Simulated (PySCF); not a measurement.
**WN₂: structure of the singlet**

Where does singlet WN₂ go from a side-on start, is the end point a minimum, and what are its modes, charges and moments?

Computed with PySCF 2.14.0. Level: PBE0, basis W def2-TZVP with ECP60, N def2-TZVP, scalar-relativistic core potentials, no spin–orbit coupling, density fitting.

### 1 Starting geometry

3 atoms, charge 0, spin multiplicity 1.

Bond lengths: W1–N2 2.122 Å, W1–N3 2.122 Å, N2–N3 1.200 Å. Angles: N2–W1–N3 32.9°, W1–N2–N3 73.6°, W1–N3–N2 73.6°.

Coordinates in bohr (charge 0 multiplicity 1):
```
W     0.0000    0.0000    0.0000
N     1.1338    0.0000    3.8456
N    -1.1338    0.0000    3.8456
```

### 2 First SCF at the start

One driver script runs all steps and calls PySCF; scf.py shows how it sets up the SCF of each step. The optimiser is the driver's own. After this first run the driver tries any further starts and a stability analysis.

The input, scf.py:

```python
from pyscf import gto, scf, dft
mol = gto.M(atom='''
W      0.000000     0.000000     0.000000
N      0.600000     0.000000     2.034991
N     -0.600000     0.000000     2.034991''',
    basis={'W': 'def2-TZVP', 'N': 'def2-TZVP'},
    ecp={'W': 'def2-TZVP'},
    charge=0, spin=0)
mf = dft.RKS(mol, xc='PBE0')
mf.grids.atom_grid = (50, 194)
aux = {'W': 'def2-universal-JKFIT', 'N': 'def2-universal-JKFIT'}
mf = mf.density_fit(auxbasis=aux)
mf.conv_tol = 1e-08
mf.diis_space = 10
mf.max_cycle = 60
mf.init_guess = 'minao'
mf.verbose = 4
mf.kernel()
```

On the command line:

```
$ OMP_NUM_THREADS=2 python axn.py task.json out
```

The log of the run (excerpt; [...] marks lines left out):

```text
[... the frontier levels of the middle cycles are left out ...]
init E= -157.687777599046
  HOMO = -0.287117478535783  LUMO = -0.281128819551094  gap/eV = 0.16296
cycle= 1 E= -176.192420307041  delta_E= -18.5  |g|= 0.614  |ddm|= 7.61
  HOMO = -0.251999413876504  LUMO = -0.188302551039911  gap/eV = 1.73328
cycle= 2 E= -175.097091939134  delta_E=  1.1  |g|= 2.23  |ddm|= 1.91
  HOMO = -0.188621242915315  LUMO = -0.11227461623066  gap/eV = 2.07750
cycle= 3 E= -176.296891704175  delta_E= -1.2  |g|= 0.211  |ddm|= 1.36
cycle= 4 E= -176.306052185026  delta_E= -0.00916  |g|= 0.102  |ddm|= 0.282
cycle= 5 E= -176.309297398754  delta_E= -0.00325  |g|= 0.0333  |ddm|= 0.169
cycle= 6 E= -176.309842668001  delta_E= -0.000545  |g|= 0.00698  |ddm|= 0.0963
cycle= 7 E= -176.309911712401  delta_E= -6.9e-05  |g|= 0.00357  |ddm|= 0.0411
cycle= 8 E= -176.309920027845  delta_E= -8.32e-06  |g|= 0.00083  |ddm|= 0.0126
cycle= 9 E= -176.309920698243  delta_E= -6.7e-07  |g|= 0.000361  |ddm|= 0.00355
cycle= 10 E= -176.309920779921  delta_E= -8.17e-08  |g|= 0.000175  |ddm|= 0.00149
cycle= 11 E= -176.309920799348  delta_E= -1.94e-08  |g|= 5.72e-05  |ddm|= 0.000779
cycle= 12 E= -176.309920801496  delta_E= -2.15e-09  |g|= 1.13e-05  |ddm|= 0.000289
  HOMO = -0.216696988831574  LUMO = -0.120160204024763  gap/eV = 2.62690
Extra cycle  E= -176.3099208015  delta_E= -3.98e-12  |g|= 1.72e-05  |ddm|= 3.88e-05
converged SCF energy = -176.3099208015
```

This step, with its further starts and checks, ran for 3.7 s (2 threads of AMD EPYC 9R45 (Zen 5), shared host).

The starts that the driver tried:

| start | energy (Eh) |
| --- | --- |
| the minimal-basis guess | -176.309921 |
| a thermally smeared density | -176.309921 |
| a smeared PBE density | -176.309921 |

The test of internal stability and the other starts found no lower closed-shell solution.

### 3 Relaxing the singlet from the side-on start

The program finds C2v symmetry in the start, which this walk keeps. Threshold on the gradient: 0.0003 Eh/bohr, with a further test on the energy change.

Changes to scf.py since step 2:

```diff
@@ -3,3 +3,3 @@
-W      0.000000     0.000000     0.000000
-N      0.600000     0.000000     2.034991
-N     -0.600000     0.000000     2.034991''',
+W      0.000000     0.000000    -0.268886
+N      0.600000     0.000000     1.766105
+N     -0.600000     0.000000     1.766105''',
@@ -16 +15,0 @@
-mf.init_guess = 'minao'
```

Energy and gradient, step by step:

| step | energy (Eh) | change (kJ/mol) | largest symmetric gradient (Eh/bohr) |
| --- | --- | --- | --- |
| 0 | -176.309921 | 0.00 | 0.08590 |
| 1 | -176.325472 | -40.83 | 0.06320 |
| 2 | -176.338221 | -74.30 | 0.05072 |
| 3 | -176.344289 | -90.23 | 0.05399 |
| 4 | -176.346722 | -96.62 | 0.02418 |
| 5 | -176.347854 | -99.59 | 0.00831 |
| 6 | -176.348078 | -100.18 | 0.00315 |
| 7 | -176.348119 | -100.29 | 0.00073 |
| 8 | -176.348121 | -100.29 | 0.00008 |

The walk took 12 s.

It settles in C2v symmetry, 100.3 kJ/mol below the start, after 8 steps: N–N 1.382 Å, W–N 1.777 Å (×2); N–N–W 67.1° (×2), N–W–N 45.8°.

### 4 Is it a minimum? Harmonic modes

The point is checked on the finer grid, and tightened if its gradient asks for it. The Hessian and the dipole derivatives come from central differences of analytic gradients, with steps of 0.02 bohr.

Changes to scf.py since step 3:

```diff
@@ -3,3 +3,3 @@
-W      0.000000     0.000000    -0.268886
-N      0.600000     0.000000     1.766105
-N     -0.600000     0.000000     1.766105''',
+W      0.000000     0.000000    -0.216344
+N      0.691042     0.000000     1.421021
+N     -0.691042     0.000000     1.421021''',
@@ -10 +10 @@
-mf.grids.atom_grid = (50, 194)
+mf.grids.atom_grid = (75, 302)
@@ -13 +13 @@
-mf.conv_tol = 1e-08
+mf.conv_tol = 1e-10
```

This SCF starts from the last density.

Log of the central SCF (cycles and frontier levels):

```text
init E= -176.348096580503
  HOMO = -0.218766621385445  LUMO = -0.115586406065278  gap/eV = 2.80768
cycle= 1 E= -176.3480965801  delta_E= 4.03e-10  |g|= 4.45e-05  |ddm|= 3.3e-05
  HOMO = -0.218772728416335  LUMO = -0.115593033932614  gap/eV = 2.80766
cycle= 2 E= -176.348096572387  delta_E= 7.71e-09  |g|= 0.000193  |ddm|= 0.00014
  HOMO = -0.218767448369919  LUMO = -0.115587311164594  gap/eV = 2.80767
cycle= 3 E= -176.348096580532  delta_E= -8.15e-09  |g|= 3.28e-06  |ddm|= 0.000115
  HOMO = -0.218767585761141  LUMO = -0.115587530053418  gap/eV = 2.80767
cycle= 4 E= -176.348096580535  delta_E= -2.67e-12  |g|= 1e-06  |ddm|= 3.18e-06
  HOMO = -0.21876758465609  LUMO = -0.115587601208844  gap/eV = 2.80767
Extra cycle  E= -176.348096580535  delta_E= 2.84e-14  |g|= 2.32e-06  |ddm|= 3.85e-06
converged SCF energy = -176.348096580535
```

The whole step took 13 s.

Geometry: C2v; N–N 1.382 Å, W–N 1.777 Å (×2); N–N–W 67.1° (×2), N–W–N 45.8°.

Harmonic modes (main isotopes):

```json
{"symmetry": "a1", "ω (cm⁻¹)": "328", "IR (km/mol)": "1.9"}
{"symmetry": "b2", "ω (cm⁻¹)": "890", "IR (km/mol)": "18.4"}
{"symmetry": "a1", "ω (cm⁻¹)": "1182", "IR (km/mol)": "43.0"}
```

No imaginary mode, so this is a minimum.

Properties at this point:

* Dipole moment: 3.31 D
* Highest occupied level: -5.95 eV
* Lowest empty level: -3.15 eV
* Rotational constants: 1.26, 0.2587, 0.2146 cm⁻¹
* Zero-point energy: 14.4 kJ/mol
* Principal polarisabilities: 59.9, 71.7, 81.9 bohr³
* Atomisation energy without zero-point energy: 920 kJ/mol
* Principal traceless quadrupole moments about the centre of mass: -2.65, 0.38, 2.27 D Å
* Entropy at 298.15 K and 1 bar: 270.8 J/(mol K)
* Heat capacity Cp at 298.15 K: 43.1 J/(mol K)
* Enthalpy at 298.15 K above 0 K: 11.12 kJ/mol
* Rotational symmetry number: 2

Charges (e) and bond orders:

```tsv
atom	Mulliken	Löwdin	polar tensor	Mayer order to W1
W1	0.45	0.31	0.49	–
N2,3	-0.22	-0.15	-0.25	1.93
```

Mulliken populations on W1 (outside its core potential): s 3.41, p 6.18, d 3.90, f 0.06.

### 5 A spin-polarised start

A stability analysis found the closed shell of the lowest minimum unstable towards spin polarisation, so the unrestricted solution is followed.

The program finds C2v symmetry in the start, which may break. Threshold on the gradient: 0.0003 Eh/bohr, with a further test on the energy change.

Changes to scf.py since step 4:

```diff
@@ -3,3 +3,3 @@
-W      0.000000     0.000000    -0.216344
-N      0.691042     0.000000     1.421021
-N     -0.691042     0.000000     1.421021''',
+W      0.000000     0.000000    -0.216347
+N      0.691042     0.000000     1.421018
+N     -0.691042     0.000000     1.421018''',
@@ -9,2 +9,2 @@
-mf = dft.RKS(mol, xc='PBE0')
-mf.grids.atom_grid = (75, 302)
+mf = dft.UKS(mol, xc='PBE0')
+mf.grids.atom_grid = (50, 194)
@@ -13 +13 @@
-mf.conv_tol = 1e-10
+mf.conv_tol = 1e-08
```

The optimiser's trace:

| step | energy (Eh) | change (kJ/mol) | largest gradient (Eh/bohr) |
| --- | --- | --- | --- |
| 0 | -176.349097 | 0.00 | 0.00998 |
| 1 | -176.349263 | -0.44 | 0.00544 |
| 2 | -176.349605 | -1.33 | 0.00265 |
| 3 | -176.349612 | -1.35 | 0.00065 |
| 4 | -176.349613 | -1.35 | 0.00006 |

The walk took 7.9 s.

Geometry (Å) and forces (eV/Å) at some steps:

```
step 0
W    0.000   0.000  -0.216   0.000   0.000  -0.513
N    0.691   0.000   1.421  -0.111   0.000   0.257
N   -0.691   0.000   1.421   0.110   0.000   0.256
step 1
W    0.000   0.000  -0.222   0.000   0.000  -0.280
N    0.688   0.000   1.424  -0.221   0.000   0.140
N   -0.688   0.000   1.424   0.221   0.000   0.140
step 2
W    0.000   0.000  -0.245   0.000   0.000   0.136
N    0.669   0.000   1.436  -0.084   0.000  -0.068
N   -0.669   0.000   1.436   0.084   0.000  -0.068
step 3
W    0.000   0.000  -0.243   0.000   0.000   0.033
N    0.669   0.000   1.434  -0.033   0.000  -0.017
N   -0.669   0.000   1.434   0.033   0.000  -0.017
step 4
W    0.000   0.000  -0.243   0.000   0.000  -0.001
N    0.669   0.000   1.434   0.003   0.000   0.000
N   -0.669   0.000   1.434  -0.003   0.000   0.001
```

It settles in C2v symmetry, 1.4 kJ/mol below the start, after 4 steps: N–N 1.338 Å, W–N 1.806 Å (×2); N–N–W 68.3° (×2), N–W–N 43.5°.

### 6 Is it a minimum? Harmonic modes

The same treatment as at the point before.

Changes to scf.py since step 5:

```diff
@@ -3,3 +3,3 @@
-W      0.000000     0.000000    -0.216347
-N      0.691042     0.000000     1.421018
-N     -0.691042     0.000000     1.421018''',
+W     -0.000000    -0.000000    -0.221648
+N      0.668834     0.000000     1.455836
+N     -0.668832    -0.000000     1.455837''',
@@ -10 +10 @@
-mf.grids.atom_grid = (50, 194)
+mf.grids.atom_grid = (75, 302)
@@ -13 +13 @@
-mf.conv_tol = 1e-08
+mf.conv_tol = 1e-10
```

Log of the central SCF (cycles and frontier levels):

```text
init E= -176.349587353989
[... the frontier-level lines of each cycle are left out ...]
cycle= 1 E= -176.349587353974  delta_E= 1.52e-11  |g|= 9.68e-06  |ddm|= 1.44e-05
Extra cycle  E= -176.349587353339  delta_E= 6.35e-10  |g|= 3.93e-05  |ddm|= 3.24e-05
converged SCF energy = -176.349587353339  <S^2> = 0.44434073  2S+1 = 1.6665422
```

The whole step ran for 21 s (2 threads of AMD EPYC 9R45 (Zen 5), shared host).

Geometry: C2v; N–N 1.338 Å, W–N 1.806 Å (×2); N–N–W 68.3° (×2), N–W–N 43.5°.

Modes, for the most abundant isotopes:

```json
{"symmetry": "a1", "ω (cm⁻¹)": "412", "IR (km/mol)": "3.6"}
{"symmetry": "b2", "ω (cm⁻¹)": "855", "IR (km/mol)": "23.9"}
{"symmetry": "a1", "ω (cm⁻¹)": "1243", "IR (km/mol)": "71.7"}
```

Every mode is real; the point is a minimum.

Properties at this point:

| Property | Result |
| --- | --- |
| Dipole moment | 3.56 D |
| Highest occupied level | -5.80 eV |
| Lowest empty level | -2.92 eV |
| Rotational constants | 1.346, 0.2465, 0.2083 cm⁻¹ |
| Zero-point energy | 15.0 kJ/mol |
| Principal polarisabilities | 66.5, 71.5, 91.6 bohr³ |
| Atomisation energy without zero-point energy | 924 kJ/mol |
| Principal traceless quadrupole moments about the centre of mass | -0.51, 0.00, 0.51 D Å |
| Entropy at 298.15 K and 1 bar | 269.5 J/(mol K) |
| Heat capacity Cp at 298.15 K | 42.4 J/(mol K) |
| Enthalpy at 298.15 K above 0 K | 10.90 kJ/mol |
| Rotational symmetry number | 2 |
| Spin squared ⟨S²⟩ | 0.444 |

Charges (e) and bond orders:

```tsv
atom	Mulliken	Löwdin	polar tensor	spin (Mulliken)	Mayer order to W1
W1	0.43	0.31	0.67	-0.02	–
N2,3	-0.22	-0.16	-0.34	0.01	1.80
```

Outer orbital energies (eV). α occupied: -27.64, -17.51, -12.13, -12.00, -11.27, -8.09, -6.63, -6.47; empty: -2.86, -2.76, -2.14, -1.24. β occupied: -27.67, -17.57, -12.03, -11.98, -11.49, -8.11, -6.74, -5.80; empty: -2.92, -2.58, -2.23, -1.50.

Mulliken populations on W1 (outside its core potential): s 3.31, p 6.19, d 4.01, f 0.05.

### 7 All stationary points

| spin | group | bonds | imaginary modes (cm⁻¹) | ΔE (kJ/mol) | with zero-point energy |
| --- | --- | --- | --- | --- | --- |
| broken-symmetry (Ms = 0) | C2v | N–N 1.338 Å, W–N 1.806 Å (×2) | none | 0.0 | 0.0 |
| singlet | C2v | N–N 1.382 Å, W–N 1.777 Å (×2) | none | 3.9 | 3.3 |

### 8 Results

| quantity | value |
| --- | --- |
| minimum | broken-symmetry (Ms = 0), C2v |
| geometry | N–N 1.338 Å, W–N 1.806 Å (×2); N–N–W 68.3° (×2), N–W–N 43.5° |
| wavenumbers (cm⁻¹) | 412 (a1), 855 (b2), 1243 (a1) |
| dipole moment | 3.56 D |
| highest occupied, lowest empty level (either spin) | -5.80, -2.92 eV |
| polar-tensor charge of W1 | +0.67 e |
| zero-point energy | 15.0 kJ/mol |
| entropy at 298.15 K | 269.5 J/(mol K) |
| atomisation energy (no zero-point energy) | 924 kJ/mol |
| ⟨S²⟩ | 0.444 |

What this shows: The side-on start keeps its C2v symmetry and ends in a minimum. The determinant is spin-contaminated (⟨S²⟩ = 0.44 against 0.00), so it is no pure spin state. In the infrared the band at 1243 cm⁻¹ (a1) leads. Other starts or spin states, not run here, may lie lower. Spin–orbit coupling, left out here, can matter for elements this heavy.

The search up to here took 60 s.
